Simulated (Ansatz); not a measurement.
**Si2H2F3 radical: up Jacob's ladder to CCSD(T)**

The task here is to estimate one member of a computed series from the others.

The runs use Ansatz 0.2.0, Gaussian basis; functionals in def2-TZVPP, the program's frozen cores in correlated methods.

Plan: LDA (SPW92), PBE-D4, revPBE-D4, BLYP-D4, r2SCAN-D4, B97M-V, PBE0-D4, B3LYP-D4, r2SCANh-D4, r2SCAN0-D4, HSE06-D4, BHLYP-D4, CAM-B3LYP-D4, LC-ωPBE, ωB97X-V, ωB97M-V, B2PLYP, PBE-QIDH; CCSD(T)/def2-SVP; CCSD(T)/def2-TZVPP; MP2/def2-QZVPP; extrapolation to the limit; RPA on PBE.

## The geometry

An earlier PBE0-D4 in a triple-zeta def2 set relaxation fixed the geometry.

SMILES `F[SiH][SiH](F)F`, 7 atoms, charge 0, spin multiplicity 2.

Atoms are counted from 1 here; the program's logs count them from 0.

Bond lengths: F1–Si2 1.607 Å, Si2–Si3 2.348 Å, Si2–H6 1.491 Å, Si3–F4 1.591 Å, Si3–F5 1.589 Å, Si3–H7 1.481 Å. Angles: F1–Si2–Si3 110.0°, F1–Si2–H6 107.4°, Si3–Si2–H6 113.5°, Si2–Si3–F4 106.1°, Si2–Si3–F5 108.5°, Si2–Si3–H7 118.9°, F4–Si3–F5 107.9°, F4–Si3–H7 108.0°, F5–Si3–H7 107.0°.

As a file:

```xyz
7

F    -2.25793    0.53197    0.68429
Si   -0.72431    0.39558    1.14553
Si    0.56936   -0.47598   -0.60960
F     2.07362   -0.47736   -0.08992
F     0.13641   -1.98559   -0.85389
H    -0.27549    1.74134    1.60424
H     0.53964    0.20203   -1.92635
```

The first run:

in.yaml

```yaml
crystal:
  periodic: [false, false, false]
  atoms:
    - {symbol: F, position_ang: [-2.257928, 0.531973, 0.684289]}
    - {symbol: Si, position_ang: [-0.724314, 0.395583, 1.145528]}
    - {symbol: Si, position_ang: [0.569362, -0.475983, -0.609604]}
    - {symbol: F, position_ang: [2.073622, -0.477357, -0.089920]}
    - {symbol: F, position_ang: [0.136410, -1.985587, -0.853891]}
    - {symbol: H, position_ang: [-0.275487, 1.741338, 1.604245]}
    - {symbol: H, position_ang: [0.539636, 0.202033, -1.926347]}
basis:
  gaussian: {orbitals: def2-TZVPP}
magnetization: {spin_polarized: true, initial_magnetization: 1}
hamiltonian: {xc: lda}
output: {orbitals: {seedname: orbitals}}
```

Launch:

```console
$ ansatz run in.yaml --threads 4 --pin off --events-out ev --progress --plain --max-ram 10444MiB
```

Among the steps run: LDA; PBE-D4 (GGA); revPBE-D4 (GGA); BLYP-D4 (GGA); r2SCAN-D4 (meta-GGA); B97M-V (meta-GGA); PBE0-D4 (hybrid); B3LYP-D4 (hybrid); r2SCANh-D4 (hybrid); r2SCAN0-D4 (hybrid); HSE06-D4 (hybrid); BHLYP-D4 (hybrid); CAM-B3LYP-D4 (range-separated); LC-ωPBE (range-separated); ωB97X-V (range-separated); ωB97M-V (range-separated); B2PLYP (double hybrid); PBE-QIDH (double hybrid).

One table of the session follows, with a row left open; its other results are not shown here.

It belongs to the step «Frontier levels by functional». 

```
  functional  HOMO (eV)  LUMO (eV)  gap (eV)
 LDA (SPW92)      -5.50      -4.39      1.10
      PBE-D4      -5.51      -3.95      1.56
   revPBE-D4      -5.49      -3.81      1.68
     BLYP-D4          ?          ?         ?
   r2SCAN-D4      -5.88      -3.56      2.32
      B97M-V      -5.63      -4.17      1.46
     PBE0-D4      -6.68      -3.08      3.60
    B3LYP-D4      -6.38      -3.46      2.92
  r2SCANh-D4      -6.30      -3.26      3.04
  r2SCAN0-D4      -6.93      -2.83      4.11
    HSE06-D4      -6.28      -3.46      2.82
    BHLYP-D4      -7.63      -2.31      5.33
CAM-B3LYP-D4      -7.86      -2.17      5.69
     LC-ωPBE      -9.28      -0.75      8.53
     ωB97X-V      -8.76      -1.27      7.49
     ωB97M-V      -8.38      -1.43      6.94
```

Estimate the missing values for BLYP-D4.

Worked estimate for «HOMO (eV)». Against the share of exact exchange, B3LYP-D4 (0.2, -6.38), BHLYP-D4 (0.5, -7.63) give a slope of -4.17 per unit share; at 0 the line stands at -5.55.

**Answer.** HOMO (eV): -5.30; LUMO (eV): -3.97; gap (eV): 1.32. In «HOMO (eV)» the line misses by -0.25.
